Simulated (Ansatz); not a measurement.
# SiPH5O2 (SMILES O[SiH2]OP): HF/6-31G(d) (spherical functions)

What is the vertical singlet–triplet gap of SiPH5O2 at HF/6-31G* (spherical functions)? 

The results are computed with Ansatz 0.2.0.

84 further runs of the same task are left out: 84 set aside as unsound or not needed.

## Step 1: The system as given

SiPH5O2: 9 atoms, total charge 0, spin state singlet. As SMILES, `O[SiH2]OP`. The shape is that of a PBE0-D4/def2-TZVP optimisation. This is one conformer, not always the lowest.

Bond lengths: O1–Si2 1.637 Å, Si2–O3 1.648 Å, O3–P4 1.646 Å, O1–H5 0.958 Å, Si2–H6 1.486 Å, Si2–H7 1.473 Å, P4–H8 1.424 Å, P4–H9 1.424 Å. Some angles: O1–Si2–O3 112.6°, Si2–O3–P4 125.8°, O1–Si2–H6 109.8°, O1–Si2–H7 106.9°, O3–Si2–H6 108.4°, O3–Si2–H7 105.8°, Si2–O1–H5 118.2°, O3–P4–H8 98.7°, O3–P4–H9 98.7°, H6–Si2–H7 113.3°.

## Step 2: A single-point energy at HF/6-31G(d) (spherical functions)

Contents of in.yaml:

```yaml
crystal:
  periodic: [false, false, false]
  atoms:
    - symbol: O
      position_ang: [-0.307900, 1.144300, -1.642900]
    - symbol: Si
      position_ang: [0.817700, 0.562000, -0.606400]
    - symbol: O
      position_ang: [0.302400, -0.778100, 0.201800]
    - symbol: P
      position_ang: [-0.942200, -0.834900, 1.277600]
    - symbol: H
      position_ang: [-0.998700, 1.706900, -1.290600]
    - symbol: H
      position_ang: [1.170600, 1.605300, 0.391300]
    - symbol: H
      position_ang: [1.964500, 0.123500, -1.421100]
    - symbol: H
      position_ang: [-0.305900, -1.590900, 2.302600]
    - symbol: H
      position_ang: [-1.612000, -1.984300, 0.770600]
basis:
  gaussian:
    orbitals: 6-31G_st_-spherical.json
hamiltonian:
  xc: hf
accuracy: high
output:
  orbitals: {seedname: orbitals}
```

The basis set 6-31G* is read from a file made from the Basis Set Exchange's data (not shown).

Command:

```console
ansatz run in.yaml --threads 1 --pin off --max-ram 3480MiB --events-out events.jsonl --progress --plain --runs-dir runs
```

Output:

```text
Warning: RAYON_NUM_THREADS=1 ignored (pool sized by the plan → 1); use --threads N
Functional definition: HF
  name "HF"
  exchange = exact_x
  correlation = 0
1669 factors; integrals over basis functions are off by at most 4.4e-9 eV
mean field evaluation 1: about -21285.0318 eV, gradient 4.1e1 eV
mean field evaluation 2: about -21285.1512 eV, gradient 4.2e1 eV
mean field evaluation 4: about -21288.6907 eV, gradient 3.0e0 eV
mean field evaluation 8: about -21288.7311 eV, gradient 2.8e-1 eV
mean field evaluation 16: about -21288.7313 eV, gradient 1.1e-8 eV
mean field -21288.73132649 eV, -782.3464462280 hartree, gradient 1.1e-8 eV, S^2 0.000000; 0 other end points of the search recorded, 0 dependent functions left out
reference -21288.73132649 eV, -782.3464462280 hartree; 25, 25 occupied and 49, 49 virtual orbitals, 1669 factors
Total energy: -21288.73132649 eV, -782.3464462280 hartree
```

Run time: 0.92 s. Hardware: 1 thread of AMD EPYC 9R45 (Zen 5), shared host; peak memory 0.2 GiB.

## Step 3: The triplet, same level

Contents of input.yaml:

```yaml
crystal:
  periodic: [false, false, false]
  atoms:
    - symbol: O
      position_ang: [-0.307900, 1.144300, -1.642900]
    - symbol: Si
      position_ang: [0.817700, 0.562000, -0.606400]
    - symbol: O
      position_ang: [0.302400, -0.778100, 0.201800]
    - symbol: P
      position_ang: [-0.942200, -0.834900, 1.277600]
    - symbol: H
      position_ang: [-0.998700, 1.706900, -1.290600]
    - symbol: H
      position_ang: [1.170600, 1.605300, 0.391300]
    - symbol: H
      position_ang: [1.964500, 0.123500, -1.421100]
    - symbol: H
      position_ang: [-0.305900, -1.590900, 2.302600]
    - symbol: H
      position_ang: [-1.612000, -1.984300, 0.770600]
basis:
  gaussian:
    orbitals: 6-31G_st_-spherical.json
magnetization:
  spin_polarized: true
  initial_magnetization: 2
hamiltonian:
  xc: hf
accuracy: high
output: {orbitals: {seedname: orbitals}}
```

The basis set 6-31G* is read from a file made from the Basis Set Exchange's data (not shown).

Command:

```console
ansatz run input.yaml --threads 1 --pin off --max-ram 3480MiB --events-out events.jsonl --progress --plain --runs-dir runs
```

Output:

```text
Warning: RAYON_NUM_THREADS=1 ignored (pool sized by the plan → 1); use --threads N
[... 4 set-up lines as earlier in the session ...]
1669 factors; integrals over basis functions are off by at most 4.4e-9 eV
mean field evaluation 1: about -21278.9583 eV, gradient 3.1e1 eV
mean field evaluation 2: about -21279.1006 eV, gradient 3.1e1 eV
mean field evaluation 4: about -21283.8694 eV, gradient 3.4e0 eV
mean field evaluation 8: about -21284.0715 eV, gradient 8.2e-1 eV
mean field evaluation 16: about -21284.0893 eV, gradient 1.6e-8 eV
mean field evaluation 32: about -21282.7856 eV, gradient 4.4e0 eV
mean field evaluation 64: about -21283.1314 eV, gradient 5.4e-1 eV
mean field -21284.08934445 eV, -782.1758565346 hartree, gradient 3.0e-8 eV, S^2 2.010368; 2 other end points of the search recorded, 0 dependent functions left out
reference -21284.08934445 eV, -782.1758565346 hartree; 26, 24 occupied and 48, 50 virtual orbitals, 1669 factors
Total energy: -21284.08934445 eV, -782.1758565346 hartree
```

Run time: 2.2 s. Hardware: 1 thread of AMD EPYC 9R45 (Zen 5), shared host; peak memory 0.27 GiB.

## Step 4: Summary of results

Level: HF/6-31G* (spherical functions).

```
                                        quantity          value
                           singlet: total energy  -782.34645 Eh
                            singlet: HOMO energy      -10.20 eV
                            singlet: LUMO energy        3.59 eV
                          singlet: HOMO–LUMO gap       13.79 eV
                           triplet: total energy  -782.17586 Eh
     triplet: HOMO energy (highest over α and β)       -5.28 eV
      triplet: LUMO energy (lowest over α and β)       -0.36 eV
                                   triplet: ⟨S²⟩          2.010
vertical energy of the triplet above the singlet       4.642 eV
```

What this shows: At this shape the triplet lies 4.64 eV (107 kcal/mol) above the singlet.
